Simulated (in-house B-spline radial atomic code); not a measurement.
**Hg: ionisation energy by several methods**

The task here is to estimate one member of a computed series from the others.

The numbers are computed with in-house B-spline radial atomic code version 1 (non-relativistic, several functionals, spin-polarised, exact exchange averaged over the configuration; spherical all-electron atom at the radial basis limit), except any that are marked as measured or tabulated.

## The atom as given

* element: mercury (Z = 80)
* charge: 0
* electrons: 80
* configuration: [Xe] 4f14 5d10 6s2
* nucleus: point

The outer shells:

[Xe] 4f14 5d10 6s2
```
[Xe] core
4f [↑↓][↑↓][↑↓][↑↓][↑↓][↑↓][↑↓]
5d [↑↓][↑↓][↑↓][↑↓][↑↓]
6s [↑↓]
```

Where spins are not typed, each open shell is filled with up spins first.

The first run:

The run's settings:

```ini
Z = 80
electrons = 80.0
configuration = [Xe] 4f14 5d10 6s2
hamiltonian = nr
method = lc_wpbe
spin_polarised = True
exact_exchange = averaged over the configuration
```

The run is started by

```console
python run_scf.py task.json out
```

One command runs all members of the session, one after another, from task.json.

Among the steps run: LC-ωPBE, a range-separated hybrid; r2SCAN0, a global hybrid; BHandHLYP, a global hybrid; CAM-B3LYP, a range-separated hybrid; HSE06, a range-separated hybrid.

One table of the session follows, with a row left open; its other results are not shown here.

| method | ΔSCF (eV) |
| --- | --- |
| r2SCAN0 | 8.139 |
| BHandHLYP | ? |
| LC-ωPBE | 7.876 |
| CAM-B3LYP | 8.369 |
| HSE06 | 8.245 |

Estimate the missing values for BHandHLYP.

As computed: ΔSCF (eV): 8.092. In the column «ΔSCF (eV)» it lies between LC-ωPBE (7.876) and r2SCAN0 (8.139).

Limits of these values: These runs leave out relativity, which matters at this nuclear charge.
